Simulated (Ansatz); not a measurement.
# Ir (Ir (111), 5 layers): how the settings move a single-point run

Question: which choices in the input matter for Ir (Ir (111), 5 layers)?

Computed with Ansatz 0.2.0 (reference: DFT, LDA, PAW with Ansatz's default frozen-core files, scalar-relativistic, unless a step's input says otherwise).

### Step 1. Starting point

Symmetry: P-3m1, No. 164, trigonal system. The conventional cell has a = 2.695 Å, b = 2.695 Å, c = 21.698 Å, α = 90.00°, β = 90.00°, γ = 120.00°. Around Ir (site symmetry 3m) lie 9 Ir at 2.66 to 2.70 Å. Ir (site symmetry 3m) is surrounded by 12 Ir at 2.66 to 2.70 Å. Ir (site symmetry -3m) has 12 Ir at 2.69 to 2.70 Å as nearest neighbours.

Structure file:

```xyz
5
Lattice="2.6954 0.0000 0.0000 -1.3477 2.3343 0.0000 0.0000 0.0000 21.6983" Properties=species:S:1:pos:R:3 pbc="T T T"
Ir    2.0216    0.3890    6.5000
Ir   -0.6739    1.9452    8.6531
Ir    0.6739    1.1671   10.8491
Ir    2.0216    0.3890   13.0452
Ir   -0.6739    1.9452   15.1983
```

### Step 2. The reference run

input.yaml reads:

```yaml
crystal:
  lattice:
    - [2.695401016, 0.0, 0.0]
    - [-1.347700508, 2.3342857532, 0.0]
    - [0.0, 0.0, 21.6983]
  atoms:
    - { symbol: Ir, position: [0.8333333333, 0.1666666667, 0.2995629266] }
    - { symbol: Ir, position: [0.1666666667, 0.8333333333, 0.3987913948] }
    - { symbol: Ir, position: [0.5, 0.5, 0.4999999991] }
    - { symbol: Ir, position: [0.8333333333, 0.1666666667, 0.6012086053] }
    - { symbol: Ir, position: [0.1666666667, 0.8333333333, 0.7004370734] }
kpoints:
  mp_grid: { grid: [15, 15, 1] }
scf:
  occupations: { method: fermi_dirac, width: 0.08 }
hamiltonian:
  xc: lda
  pseudopotentials: { kind: paw }
output:
  forces: true
  stress: true
  eigenvalues: true
efield:
  axis: 3
  amplitude: 0
  dipole_correction: true
```

The run is started by

```
$ ansatz run input.yaml --threads 2 --pin off --max-ram 4096MiB --backend cpu --events-out ev --progress --plain --runs-dir out
```

### Step 3. Changed: occupations.method tetrahedron_uncorrected, width left out

Changes to input.yaml since step 2:

```diff
@@ -14,3 +14,3 @@
 scf:
-  occupations: { method: fermi_dirac, width: 0.08 }
+  occupations: { method: tetrahedron_uncorrected }
 hamiltonian:
@@ -22,2 +22,6 @@
   eigenvalues: true
+  write_density: true
+  write_potential: true
+  elf: true
+  volumetric_format: npy
 efield:
```

**Question.** What will these runs give? Wanted: for each run, ending; energy change; gap; force.

**Answer**, as computed:

```
                                                          run     ending         energy change  gap (eV)  force (eV/Å)  cycles   time
                                                    reference  converged                     0      0.00          0.01       9  4.5 s
1: occupations.method tetrahedron_uncorrected, width left out  converged  +26.4 meV/atom (σ→0)      0.00          0.01      16  8.1 s
```

Times don't compare one to one where runs were asked for different outputs or read a saved state (see the inputs); cycles may leave out searches for a lower state.

Residual by cycle in the longest SCF loop of each run; runs are numbered as in the table. The quantity is the density residual dr2, in eV.

```
cycle  reference    run 1
    1       1.07    0.998
    2      0.186    0.232
    4     3.3e-4     4.56
    5     6.7e-6   0.0497
    6     2.2e-6  0.00713
    8     1.3e-7   7.8e-4
    9     1.3e-8   3.5e-5
   11          -   1.8e-6
   12          -   2.5e-6
   13          -   2.9e-7
   15          -   1.4e-6
   16          -   1.9e-8
```

What this shows: Changing the smearing moves the energy by +26.4 meV/atom (σ→0 values).
